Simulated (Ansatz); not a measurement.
# C2HF3Si: up Jacob's ladder to CCSD(T)

An exercise on one series of results from a longer session: the logs are not shown, and one member is left open.

Program: Ansatz 0.2.0, Gaussian basis. Level of theory: functionals in def2-TZVPP, the program's frozen cores in correlated methods. These are calculated values, not measurements.

The runs, in order: LDA (SPW92), PBE-D4, revPBE-D4, BLYP-D4, r2SCAN-D4, B97M-V, PBE0-D4, B3LYP-D4, r2SCANh-D4, r2SCAN0-D4, HSE06-D4, BHLYP-D4, CAM-B3LYP-D4, LC-ωPBE, ωB97X-V, ωB97M-V, B2PLYP, PBE-QIDH; CCSD(T)/def2-SVP; CCSD(T)/def2-TZVPP; MP2/def2-QZVPP; extrapolation to the limit; RPA on PBE.

### The geometry

The geometry comes from an earlier relaxation with PBE0-D4 in a triple-zeta def2 set; it is a stationary point, not always the lowest conformer.

SMILES `C#C[Si](F)(F)F`, 7 atoms, charge 0, spin multiplicity 1.

Atoms are counted from 1 here; the program's logs count them from 0.

Bond lengths: C1–C2 1.204 Å, C1–H7 1.067 Å, C2–Si3 1.793 Å, Si3–F4 1.570 Å, Si3–F5 1.570 Å, Si3–F6 1.570 Å. Angles: C2–C1–H7 180.0°, C1–C2–Si3 180.0°, C2–Si3–F4 110.8°, C2–Si3–F5 110.8°, C2–Si3–F6 110.8°, F4–Si3–F5 108.1°, F4–Si3–F6 108.1°, F5–Si3–F6 108.1°.

The first run:

File in.yaml:

```yaml
crystal:
  periodic: [false, false, false]
  atoms:
    - {symbol: C, position_ang: [0.733579, -1.707791, 0.681779]}
    - {symbol: C, position_ang: [0.290807, -0.670709, 0.261239]}
    - {symbol: Si, position_ang: [-0.368613, 0.874299, -0.364877]}
    - {symbol: F, position_ang: [-1.736486, 0.639582, -1.098577]}
    - {symbol: F, position_ang: [0.626551, 1.531819, -1.385565]}
    - {symbol: F, position_ang: [-0.610636, 1.891813, 0.805840]}
    - {symbol: H, position_ang: [1.125996, -2.627013, 1.054463]}
basis:
  gaussian: {orbitals: def2-TZVPP}
hamiltonian: {xc: lda}
output: {orbitals: {seedname: orbitals}}
```

On the command line:

```console
ansatz run in.yaml --threads 4 --pin off --events-out ev --progress --plain --max-ram 10444MiB
```

Among the steps run: LDA; PBE-D4 (GGA); revPBE-D4 (GGA); BLYP-D4 (GGA); r2SCAN-D4 (meta-GGA); B97M-V (meta-GGA); B3LYP-D4 (hybrid); r2SCANh-D4 (hybrid); r2SCAN0-D4 (hybrid); HSE06-D4 (hybrid); BHLYP-D4 (hybrid); CAM-B3LYP-D4 (range-separated); LC-ωPBE (range-separated); ωB97X-V (range-separated); ωB97M-V (range-separated); B2PLYP (double hybrid); PBE-QIDH (double hybrid).

One of the session's tables, all rows but one given; the rest of the session is left out.

It belongs to the step «Orbital energies across the functionals». 

| functional | HOMO (eV) | gap (eV) |
| --- | --- | --- |
| LDA (SPW92) | -8.24 | 6.17 |
| PBE-D4 | -8.01 | 6.23 |
| revPBE-D4 | ? | ? |
| BLYP-D4 | -7.83 | 6.20 |
| r2SCAN-D4 | -8.28 | 6.74 |
| B97M-V | -8.25 | 6.76 |
| PBE0-D4 | -9.30 | 8.48 |
| B3LYP-D4 | -9.03 | 7.99 |
| r2SCANh-D4 | -8.76 | 7.57 |
| r2SCAN0-D4 | -9.48 | 8.80 |
| HSE06-D4 | -8.89 | 7.69 |
| BHLYP-D4 | -10.40 | 10.64 |
| CAM-B3LYP-D4 | -10.68 | 11.01 |
| LC-ωPBE | -12.15 | 13.70 |
| ωB97X-V | -11.71 | 13.17 |
| ωB97M-V | -11.58 | 12.91 |

**Question.** Estimate the row for revPBE-D4.

The run gave: HOMO (eV): -7.93; gap (eV): 6.26. In the column «HOMO (eV)» it lies between PBE-D4 (-8.01) and BLYP-D4 (-7.83).
